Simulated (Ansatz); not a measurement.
WS, 2 atoms in the cell. It takes space group Pm-3m (No. 221, cubic). The conventional cell has a = 3.008 Å, b = 3.008 Å, c = 3.008 Å, α = 90.00°, β = 90.00°, γ = 90.00°. W (site symmetry m-3m) is surrounded by 8 S at 2.60 Å. Around S (site symmetry m-3m) lie 8 W at 2.60 Å. The cell was built by a generator and needn't be a form met in nature.

```yaml
Program: Ansatz 0.2.0
Task: relaxation of cell and atoms
Functional: PBE0
Potentials_or_basis: Ansatz PAW
Cutoff: "420 eV (not typed: the program's choice for these potentials)"
k_mesh: 5 × 5 × 5
Occupations: fermi-dirac, width 0.05 eV
Spin: no spin polarisation
```

Potentials or basis: Ansatz PAW.

Command:

```bash
$ ansatz run input.yaml --threads 2 --pin off --max-ram 5632MiB --backend cpu --events-out ev --progress --plain --runs-dir out
```

Hardware: 2 threads of Arm Neoverse V1 (shared host).

Q: How long does it take, and how much memory?

A: Run time: 35 s on 2 threads of Arm Neoverse V1, with other jobs on the host, peak memory 0.69 GiB. Counts: scf iterations 90, plane waves 485, k points 10, bands 14, ion steps 5.
